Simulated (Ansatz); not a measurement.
**CH₄FInO: small, medium and large basis sets**

The task here is to estimate one member of a computed series from the others.

Method: one geometry, several basis sets; program: Ansatz 0.2.0, Gaussian basis.

Levels to be run: PBE0-D4/def2-SVP; ωB97M-V/def2-SVP; PBE0-D4/def2-QZVPP; ωB97M-V/def2-QZVPP; the functionals' def2-TZVPP values are taken from earlier runs.

## The relaxed structure

All runs share one geometry, relaxed beforehand with PBE0-D4 in a triple-zeta def2 set. In takes the def2 core potential; no spin-orbit term is included.

SMILES `[CH3][In]([OH])[F]`, 8 atoms, charge 0, spin multiplicity 1.

Atoms are counted from 1 here; the program's logs count them from 0.

Bond lengths: C1–In2 2.126 Å, C1–H5 1.090 Å, C1–H6 1.088 Å, C1–H7 1.090 Å, In2–O3 1.973 Å, In2–F4 1.952 Å, O3–H8 0.960 Å. Angles: In2–C1–H5 109.6°, In2–C1–H6 108.5°, In2–C1–H7 109.7°, H5–C1–H6 109.9°, H5–C1–H7 109.1°, H6–C1–H7 110.0°, C1–In2–O3 135.6°, C1–In2–F4 118.5°, O3–In2–F4 105.9°, In2–O3–H8 113.5°.

Set-up of the first run:

File in.yaml:

```yaml
crystal:
  periodic: [false, false, false]
  atoms:
    - {symbol: C, position_ang: [-1.246063, 0.547477, -0.059126]}
    - {symbol: In, position_ang: [0.595543, -0.487850, -0.293784]}
    - {symbol: O, position_ang: [2.297950, -0.578068, 0.700242]}
    - {symbol: F, position_ang: [0.805424, -1.681396, -1.824650]}
    - {symbol: H, position_ang: [-1.070250, 1.621886, -0.104393]}
    - {symbol: H, position_ang: [-1.915022, 0.247268, -0.863492]}
    - {symbol: H, position_ang: [-1.688071, 0.297971, 0.904984]}
    - {symbol: H, position_ang: [2.312589, -0.024388, 1.484420]}
basis:
  gaussian: {orbitals: def2-SVP}
hamiltonian: {xc: pbe0, dispersion: d4}
output: {orbitals: {seedname: orbitals}}
```

Steps of the session up to this table: PBE0-D4 in def2-SVP; ωB97M-V in def2-SVP; PBE0-D4 in def2-QZVPP; ωB97M-V in def2-QZVPP.

One table of the session follows, with a row left open; its other results are not shown here.

It belongs to the step «Functionals by basis». 

| functional | basis | HOMO (eV) |
| --- | --- | --- |
| PBE0-D4 | def2-SVP | -8.32 |
| PBE0-D4 | def2-TZVPP | -8.49 |
| PBE0-D4 | def2-QZVPP | -8.53 |
| ωB97M-V | def2-SVP | ? |
| ωB97M-V | def2-TZVPP | -10.74 |
| ωB97M-V | def2-QZVPP | -10.78 |

**Question.** Estimate the row for ωB97M-V, def2-SVP.

As computed: HOMO (eV): -10.56. In the column «HOMO (eV)» it lies between ωB97M-V, def2-TZVPP (-10.74) and PBE0-D4, def2-QZVPP (-8.53).
